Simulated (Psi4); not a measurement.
# InH2F (SMILES [H][In]([H])[F]) at PBEh-3c/def2-mSVP (density fitting, core potential)

We compute a structure relaxation of InH2F. 

Program for the calculation: Psi4 1.11.

### Step 1. The system as given

The species is InH2F (4 atoms), meant as a singlet with charge 0. SMILES: `[H][In]([H])[F]`. The shape comes from GFN2-xTB, which is rough for such elements, and wasn't checked as a minimum. The run starts from this shape.

Bond lengths: In1–F4 1.946 Å, In1–H2 1.693 Å, In1–H3 1.691 Å. Angles: H2–In1–F4 114.4°, H3–In1–F4 114.5°, H2–In1–H3 131.1°.

### Step 2. A geometry optimisation at PBEh-3c/def2-mSVP (density fitting, core potential)

fh2in.dat reads:

```
memory 1.6 GB

molecule geom {
  0 1
  In     0.069180     0.117330    -0.000190
  H      1.751200    -0.073770     0.013580
  H     -0.891440     1.509340    -0.018860
  F     -0.928940    -1.552910     0.005460
  no_reorient
  no_com
}

set reference rks
set geom_maxiter 40
set g_convergence gau

result, w = opt("pbeh-3c", return_wfn=True)
print_variables()
```

The run is started by

```bash
$ psi4 -i fh2in.dat -o fh2in.out -n 1
```

fh2in.out:

```text
Psi4 1.11 release

gradient() will perform analytic gradient computation.

   => Loading Basis Set <=

    Name: DEF2-MSVP
    Role: ORBITAL
    Keyword: BASIS

    !!!  WARNING: ECP capability is in beta. Please check occupations closely.  !!!

   => PBEH3C: Empirical Dispersion <=

        s6 =       1.000000
        s8 =       0.000000
        a1 =       0.486000
        a2 =       4.500000

         ---------------------------------------------------------
                                   SCF
                              RKS Reference
                        1 Threads,   1525 MiB Core
         ---------------------------------------------------------

  ==> Geometry <==

    Molecular point group: c1
    Full point group: C1

    Geometry (in Angstrom), charge = 0, multiplicity = 1:

       Center              X                  Y                   Z               Mass
    ------------   -----------------  -----------------  -----------------  -----------------
         IN           0.069180000000     0.117330000000    -0.000190000000   114.903878776000
         H            1.751200000000    -0.073770000000     0.013580000000     1.007825032230
         H           -0.891440000000     1.509340000000    -0.018860000000     1.007825032230
         F           -0.928940000000    -1.552910000000     0.005460000000    18.998403162730

  Running in c1 symmetry.

  Rotational constants: A =      3.52476  B =      0.25638  C =      0.23900 [cm^-1]
  Rotational constants: A = 105669.55125  B =   7686.05751  C =   7164.90691 [MHz]
  Nuclear repulsion =   67.818386914689327

  Charge       = 0
  Multiplicity = 1
  Electrons    = 32
  Nalpha       = 16
  Nbeta        = 16

  ==> Algorithm <==

  SCF Algorithm Type is DF.
  DIIS enabled.
  MOM disabled.
  Fractional occupation disabled.
  Guess Type is SAD.
  Energy threshold   = 1.00e-08
  Density threshold  = 1.00e-08
  Integral threshold = 1.00e-12

  ==> Primary Basis <==

  Basis Set: DEF2-MSVP
    Blend: DEF2-MSVP
    Number of shells: 21
    Number of basis functions: 45
    Number of Cartesian functions: 48
    Spherical Harmonics?: true
    Max angular momentum: 2

  Core potential: DEF2-MSVP
    Number of shells: 4
    Number of ECP primitives: 18
    Number of ECP core electrons: 28
    Max angular momentum: 3

  ==> DFT Potential <==

   => LibXC <=

    Version 7.1.2

   => Composite Functional: PBEH3C <=

    PBE Hybrid based 3C composite method with a small basis set, gCP and D3(BJ)

    Deriv               =              1
    GGA                 =           TRUE
    Meta                =          FALSE

    Exchange Hybrid     =           TRUE
    MP2 Hybrid          =          FALSE

   => Exchange Functionals <=

    0.5800     XC_GGA_X_PBE

   => Exact (HF) Exchange <=

    0.4200               HF

   => Correlation Functionals <=

    1.0000     XC_GGA_C_PBE

   => LibXC Density Thresholds  <==

    XC_GGA_C_PBE:  1.00E-12
    XC_GGA_X_PBE:  1.00E-15

   => Molecular Quadrature <=

    Radial Scheme          =       TREUTLER
    Pruning Scheme         =           NONE
    Nuclear Scheme         =       TREUTLER

    Blocking Scheme        =         OCTREE
    BS radius alpha        =              1
    Pruning alpha          =              1
    Radial Points          =             75
    Spherical Points       =            302
    Total Points           =          87274
    Total Blocks           =            713
    Max Points             =            253
    Max Functions          =             45
    Weights Tolerance      =       1.00E-15

   => Loading Basis Set <=

    Name: (DEF2-MSVP AUX)
    Role: JKFIT
    Keyword: DF_BASIS_SCF

  ==> Integral Setup <==

  DFHelper Memory: AOs need 0.006 GiB; user supplied 1.017 GiB.
  SCF_SUBTYPE=INCORE selected. In-core MEM_DF algorithm will be used.
  Using in-core AOs.

  ==> MemDFJK: Density-Fitted J/K Matrices <==

    J tasked:                   Yes
    K tasked:                   Yes
    wK tasked:                   No
    Memory [MiB]:              1041
    Algorithm:                 Core
    Schwarz Cutoff:           1E-12
    Mask sparsity (%):       0.0988
    Fitting Condition:        1E-10

   => Auxiliary Basis Set <=

  Basis Set: (DEF2-MSVP AUX)
    Blend: DEF2-UNIVERSAL-JKFIT
    Number of shells: 83
    Number of basis functions: 331
    Number of Cartesian functions: 442
    Spherical Harmonics?: true
    Max angular momentum: 5

  Cached 100.0% of DFT collocation blocks in 0.100 [GiB].

  Minimum eigenvalue in the overlap matrix is 3.6237737644E-02.
  Reciprocal condition number of the overlap matrix is 1.0560094681E-02.
    Using symmetric orthogonalization.

  ==> Pre-Iterations <==

  SCF Guess: Superposition of Atomic Densities via on-the-fly atomic UHF (no occupation information).

   -------------------------
    Irrep   Nso     Nmo
   -------------------------
     A         45      45
   -------------------------
    Total      45      45
   -------------------------

  ==> Iterations <==

                           Total Energy        Delta E     RMS |[F,P]|

[... 2 lines left out ...]
   @DF-RKS iter   2:  -290.79964078002951    1.03763e-01   1.71128e-02 ADIIS/DIIS
[... 2 lines left out ...]
   @DF-RKS iter   5:  -290.99533306714153   -4.32741e-05   6.04145e-05 DIIS
[... 2 lines left out ...]
   @DF-RKS iter   8:  -290.99533638994683   -3.12770e-09   1.62021e-07 DIIS
[... 2 lines left out ...]
  Energy and wave function converged.
[... 36 lines left out ...]
    Nuclear Repulsion Energy =             67.8183869146893272
[... 2 lines left out ...]
    DFT Exchange-Correlation Energy =     -16.6528875263908809
[... 2 lines left out ...]
    Total Energy =                       -290.9953363900131649
[... 16 lines left out ...]
 Dipole Z            :         -0.0779420            0.0753434           -0.0025987
[... 126 lines left out ...]
	Measures of convergence in internal coordinates in au.
[... 84 lines left out ...]
    Weights Tolerance      =       1.00E-15
[... 43 lines left out ...]
   @DF-RKS iter   0:  -290.99106018937698   -2.90991e+02   1.02894e-03
[... 2 lines left out ...]
   @DF-RKS iter   3:  -290.99565033847369   -8.30594e-06   1.16331e-05 DIIS
[... 2 lines left out ...]
   @DF-RKS iter   6:  -290.99565046190929   -4.44402e-10   1.30242e-07 DIIS
[... 2 lines left out ...]
  Energy and wave function converged.
[... 16 lines left out ...]
    Nuclear Repulsion Energy =             68.0518097252791421
[... 2 lines left out ...]
    DFT Exchange-Correlation Energy =     -16.6501457345855819
[... 2 lines left out ...]
    Total Energy =                       -290.9956504619390216
[... 16 lines left out ...]
 Dipole Z            :         -0.0064934           -0.0014243           -0.0079177
[... 89 lines left out ...]
	Measures of convergence in internal coordinates in au.
[... 73 lines left out ...]
    Weights Tolerance      =       1.00E-15
[... 22 lines left out ...]
   @DF-RKS iter   1:  -290.99563873571213    3.13109e-04   5.20682e-05 DIIS
[... 2 lines left out ...]
   @DF-RKS iter   4:  -290.99564369607936   -1.31677e-07   1.64434e-06 DIIS
[... 2 lines left out ...]
   @DF-RKS iter   7:  -290.99564370564104   -8.41283e-12   1.57274e-08 DIIS
[... 8 lines left out ...]
    Final Occupation by Irrep:
[... 10 lines left out ...]
    One-Electron Energy =                -611.8024544163181417
[... 2 lines left out ...]
    Empirical Dispersion Energy =           0.0093095193222878
[... 16 lines left out ...]
 Dipole X            :         11.6251415          -11.0987778            0.5263636
[... 43 lines left out ...]
    Weights Tolerance      =       1.00E-15
[... 52 lines left out ...]
	   Step    Total Energy     Delta E     Max Force     RMS Force      Max Disp      RMS Disp
[... 88 lines left out ...]
                           Total Energy        Delta E     RMS |[F,P]|
[... 3 lines left out ...]
   @DF-RKS iter   2:  -290.99566843636205    1.15288e-06   1.71906e-04 ADIIS/DIIS
[... 2 lines left out ...]
   @DF-RKS iter   5:  -290.99568779167078   -1.23126e-08   7.93446e-07 DIIS
[... 2 lines left out ...]
   @DF-RKS iter   8:  -290.99568779243970   -1.30740e-12   3.20338e-09 DIIS
[... 13 lines left out ...]
  @DF-RKS Final Energy:  -290.99568779243970
[... 5 lines left out ...]
    Two-Electron Energy =                 269.3339933991939574
[... 2 lines left out ...]
    VV10 Nonlocal Energy =                  0.0000000000000000
[... 16 lines left out ...]
 Dipole Y            :         18.0194718          -17.0686480            0.9508238
[... 88 lines left out ...]
	                                 ==> Convergence Check <==
[... 8 lines left out ...]
	  Convergence Criteria              o    4.50e-04 *    3.00e-04 *    1.80e-03 *    1.20e-03 *
[... 88 lines left out ...]
   @DF-RKS iter   0:  -290.99705710175510   -2.90997e+02   3.61135e-04
[... 2 lines left out ...]
   @DF-RKS iter   3:  -290.99576564132241   -6.22181e-06   4.10549e-06 DIIS
[... 2 lines left out ...]
   @DF-RKS iter   6:  -290.99576567129662   -1.56774e-10   6.15541e-08 DIIS
[... 2 lines left out ...]
  Energy and wave function converged.
[... 36 lines left out ...]
    Nuclear Repulsion Energy =             67.9734930397373631
[... 2 lines left out ...]
    DFT Exchange-Correlation Energy =     -16.6508346999794732
[... 2 lines left out ...]
    Total Energy =                       -290.9957656713038432
[... 16 lines left out ...]
 Dipole Z            :         -0.0666144            0.0641856           -0.0024288
[... 17 lines left out ...]
       Center              X                  Y                   Z               Mass
    ------------   -----------------  -----------------  -----------------  -----------------
         IN           0.082114393587     0.136938948130    -0.000236775522   114.903878776000
         H            1.771464970058    -0.118181879958     0.014343610571     1.007825032230
         H           -0.940787835083     1.505355637290    -0.018955718103     1.007825032230
         F           -0.912791528562    -1.524122705462     0.004838883055    18.998403162730

  Nuclear repulsion =   67.973493039737363

   => Molecular Quadrature <=

    Radial Scheme          =       TREUTLER
    Pruning Scheme         =           NONE
    Nuclear Scheme         =       TREUTLER

    Blocking Scheme        =         OCTREE
    BS radius alpha        =              1
    Pruning alpha          =              1
    Radial Points          =             75
    Spherical Points       =            302
    Total Points           =          87279
    Total Blocks           =            709
    Max Points             =            256
    Max Functions          =             45
    Weights Tolerance      =       1.00E-15

  -Total Gradient:
     Atom            X                  Y                   Z
    ------   -----------------  -----------------  -----------------
       1       -0.000024981855    -0.000063413279     0.000022068749
       2       -0.000033841647     0.000016669108    -0.000008496831
       3        0.000023625971    -0.000029714700    -0.000007698688
       4        0.000067081137     0.000129529388    -0.000006001359

	total time  =          3 seconds =       0.05 minutes

    			-----------------------------------------

    			 OPTKING 3.0: for geometry optimizations

    			        with contributions from

    			-----------------------------------------

	                            ===> Fragment 1 <==

	 Z (Atomic Numbers)          Masses                          Geom
	      49.000000            114.903879         0.15517371  0.25877711 -0.00044744
	       1.000000             1.007825          3.34758363 -0.22333139  0.02710550
	       1.000000             1.007825         -1.77783135  2.84470988 -0.03582112
	       9.000000            18.998403         -1.72492600 -2.88017449  0.00914416

	 - Coordinate -           - BOHR/RAD -       - ANG/DEG -
	 R(1,2)           =         3.228726           1.708568
	 R(1,3)           =         3.228747           1.708579
	 R(1,4)           =         3.658946           1.936231
[... 5 lines of this table left out ...]
	 O(4,1,2,3)       =        -0.000566          -0.032403

	        --- Internal Coordinate Step in ANG or DEG, aJ/ANG or AJ/DEG ---
	-------------------------------------------------------------------------------
	           Coordinate      Previous         Force          Change          New
	           ----------      --------        ------          ------        ------
	               R(1,2)       1.70857        0.00035        0.00022       1.70879
	               R(1,3)       1.70858        0.00036        0.00023       1.70881
	               R(1,4)       1.93623        0.00107        0.00037       1.93661
[... 5 lines of this table left out ...]
	           O(4,1,2,3)      -0.03240        0.00000        0.03702       0.00462
	-------------------------------------------------------------------------------

	                                 ==> Convergence Check <==

	Measures of convergence in internal coordinates in au.

	Criteria marked as inactive (o), active & met (*), and active & unmet ( ).

	----------------------------------------------------------------------------------------------
	   Step    Total Energy     Delta E     Max Force     RMS Force      Max Disp      RMS Disp
	----------------------------------------------------------------------------------------------
	  Convergence Criteria              o    4.50e-04 *    3.00e-04 *    1.80e-03 *    1.20e-03 *
	----------------------------------------------------------------------------------------------
	     5    -290.99576567   -7.79e-05 o    1.30e-04 *    4.92e-05 *    7.07e-04 *    4.67e-04 *  ~
	----------------------------------------------------------------------------------------------

Next Geometry in Ang
	Fragment 1 (Ang)

	   In   0.0820348477   0.1368888459  -0.0004707416
	    H   1.7716354927  -0.1180437957   0.0144313778
	    H  -0.9407207010   1.5057060843  -0.0188704016
	    F  -0.9129496394  -1.5245611345   0.0048997654

    Final optimized geometry and variables:
    Molecular point group: c1
    Full point group: C1

    Geometry (in Angstrom), charge = 0, multiplicity = 1:

    IN           0.082114393587     0.136938948130    -0.000236775522
    H            1.771464970058    -0.118181879958     0.014343610571
    H           -0.940787835083     1.505355637290    -0.018955718103
    F           -0.912791528562    -1.524122705462     0.004838883055

  Variable Map:
  ----------------------------------------------------------------------------
  "CURRENT ENERGY"                      =>    -290.995765671304
  "CURRENT REFERENCE ENERGY"            =>    -290.995765671304
  "DD SOLVATION ENERGY"                 =>       0.000000000000
  "DFT FUNCTIONAL TOTAL ENERGY"         =>    -291.005076996555
  "DFT TOTAL ENERGY"                    =>    -290.995765671304
  "DFT VV10 ENERGY"                     =>       0.000000000000
  "DFT XC ENERGY"                       =>     -16.650834699979
  "DISPERSION CORRECTION ENERGY"        =>      -0.000583337549
  "GRID ELECTRONS ALPHA"                =>      15.999980178035
  "GRID ELECTRONS BETA"                 =>      15.999980178035
  "GRID ELECTRONS TOTAL"                =>      31.999960356070
  "NUCLEAR REPULSION ENERGY"            =>      67.973493039737
  "ONE-ELECTRON ENERGY"                 =>    -611.784195750172
  "OPTIMIZATION ITERATIONS"             =>       5.000000000000
  "PBEH3C DISPERSION CORRECTION ENERGY" =>      -0.000583337549
  "PCM POLARIZATION ENERGY"             =>       0.000000000000
  "PE ENERGY"                           =>       0.000000000000
  "SCF ITERATION ENERGY"                =>    -290.995765671304
  "SCF ITERATIONS"                      =>       8.000000000000
  "SCF TOTAL ENERGY"                    =>    -290.995765671304
  "TWO-ELECTRON ENERGY"                 =>     269.456460413860
  "XC GRID RADIAL POINTS"               =>      75.000000000000
  "XC GRID SPHERICAL POINTS"            =>     302.000000000000
  "XC GRID TOTAL POINTS"                =>   87279.000000000000

  Array Variable Map:
  ----------------------------------------------------------------------------
  "-D GRADIENT"                         =>      -0.000523506872 ... -0.000001158744 4 by 3
  "CURRENT DIPOLE"                      =>       0.545282107669 ... -0.002428787972 1 by 3
  "CURRENT GRADIENT"                    =>      -0.000024981855 ... -0.000006001359 4 by 3
  "DFT TOTAL GRADIENT"                  =>      -0.000024981855 ... -0.000006001359 4 by 3
  "DISPERSION CORRECTION GRADIENT"      =>       0.000001596388 ... 0.000000080059 4 by 3
  "PBEH3C DISPERSION CORRECTION GRADIENT" =>       0.000001596388 ... 0.000000080059 4 by 3
  "SCF DIPOLE"                          =>       0.545282107669 ... -0.002428787972 1 by 3
  "SCF TOTAL ENERGIES"                  =>    -290.997057101755 ... -290.995765671304 1 by 9
  "SCF TOTAL GRADIENT"                  =>      -0.000024981855 ... -0.000006001359 4 by 3

    Psi4 run time: 0:00:45.20

[set-up sections that repeat, and orbital energies of the middle runs, are left out above]
```

Standard output:

```text
Optimizer: Optimization complete!
```

It took 50 s on 1 thread of Intel Xeon at 2.50GHz (Skylake/Cascade Lake), shared host; peak memory 0.36 GiB.

Step by step:

| step | energy from the first frame kept (eV) | largest force (eV/Å) |
| --- | --- | --- |
| 0 | 0.0000 | 0.2979 |
| 1 | -0.0085 | 0.2605 |
| 2 | -0.0084 | 0.1772 |
| 3 | -0.0096 | 0.2226 |
| 4 | -0.0117 | 0.0075 |

After the run. Bond lengths: In1–F4 1.936 Å, In1–H2 1.709 Å, In1–H3 1.709 Å. Angles: H2–In1–F4 112.3°, H3–In1–F4 112.3°, H2–In1–H3 135.4°.

### Step 3. What came out

At PBEh-3c/def2-mSVP (density fitting, core potential):

| quantity | value |
| --- | --- |
| total energy at the end | -290.99577 Eh |
| dipole moment | 2.70 D |
| HOMO energy | -9.54 eV |
| LUMO energy | -1.27 eV |
| HOMO–LUMO gap | 8.27 eV |

In words: At the final geometry: Bond lengths: In1–F4 1.936 Å, In1–H2 1.709 Å, In1–H3 1.709 Å. Angles: H2–In1–F4 112.3°, H3–In1–F4 112.3°, H2–In1–H3 135.4°. The optimisation took 5 steps and changed the energy by -0.012 eV.
